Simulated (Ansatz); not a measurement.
# La2CoSn4 (Amm2): the equilibrium volume

At what volume is La2CoSn4 (Amm2) free of pressure?

Method: DFT PBEsol, scalar-relativistic, plane waves, PAW, in Ansatz 0.2.0.

**1. The structure to begin with**

Symmetry: C2, No. 5, monoclinic system. Conventional cell: a = 4.666 Å, b = 17.187 Å, c = 4.626 Å, α = 90.00°, β = 90.07°, γ = 90.00°. Co (site symmetry 2) is surrounded by 5 Sn at 2.50 to 2.56 Å. La (site symmetry 2) is surrounded by 10 Sn at 3.35 to 3.52 Å and 1 Co at 3.47 Å. Around La (site symmetry 2) lie 10 Sn at 3.40 to 3.69 Å and 4 Co at 3.66 Å. Sn (site symmetry 2) is surrounded by 1 Co at 2.50 Å. Sn (site symmetry 2) is surrounded by 2 Sn at 3.04 Å and 4 La at 3.35 Å. Sn (site symmetry 2) is surrounded by 2 Co at 2.56 Å. Sn (site symmetry 2) has 2 Co at 2.54 Å in its first shell of neighbours.

Structure file:

```
Co La Sn
1.0
     2.33313   -8.59363    0.00000
     2.33313    8.59363    0.00000
    -0.00547    0.00000    4.62577
Co La Sn
1 2 4
Direct
  0.69637 0.30363 0.00000
  0.89804 0.10197 0.00000
  0.10259 0.89741 0.50000
  0.55102 0.44898 0.00000
  0.43647 0.56353 0.50000
  0.25774 0.74226 0.00000
  0.75685 0.24315 0.50000
```

The moments start at Co 1.50 μB.

**2. The first run (PBEsol, 4×4×4 mesh)**

Contents of input.yaml:

```yaml
crystal:
  lattice:
    - [2.33313471, -8.59363204, 0.0]
    - [2.33313471, 8.59363204, 0.0]
    - [-0.00547494, 0.0, 4.6257691]
  atoms:
    - { symbol: Co, position: [0.69637, 0.30363, 0.0], spin: 1.5 }
    - { symbol: La, position: [0.898035, 0.101965, 0.0] }
    - { symbol: La, position: [0.1025855, 0.8974145, 0.5] }
    - { symbol: Sn, position: [0.5510155, 0.4489845, 0.0] }
    - { symbol: Sn, position: [0.436466, 0.563534, 0.5] }
    - { symbol: Sn, position: [0.2577355, 0.7422645, 0.0] }
    - { symbol: Sn, position: [0.7568515, 0.2431485, 0.5] }
basis:
  ecutwfc: 420
kpoints:
  mp_grid: { grid: [4, 4, 4] }
hamiltonian:
  xc: pbesol
scf:
  occupations: { method: gaussian, width: 0.1 }
  lower_state_search: "off"
output:
  forces: true
  stress: true
  eigenvalues: true
  populations: true
magnetization:
  spin_polarized: true
```

On the command line:

```bash
ansatz run input.yaml --threads 8 --pin off --max-ram 14336MiB --backend cpu --events-out ev --progress --plain --runs-dir out
```

After this run come: Full relaxation.

Q: Predict the outcome of this session. Wanted: volume; pressure; conventional cell; gap on the mesh.

The runs gave:

| quantity | value |
| --- | --- |
| volume | 25.090 Å³/atom |
| pressure | 0.00 GPa |
| conventional cell | a = 4.521 Å, b = 4.555 Å, c = 17.057 Å, α = 90.00°, β = 90.00°, γ = 90.00° |
| gap on the mesh | none (metal) |

In words: From the first run shown, the volume went from 26.50 to 25.09 Å³/atom (-5.3 %) in 2 runs, where the pressure is zero within 0.01 GPa. The space group found at 0.01 Å changed from C2 to Amm2. Spin polarisation wasn't allowed in this run. Spin–orbit coupling is left out, though the cell holds La; it can open a gap where p bands cross.
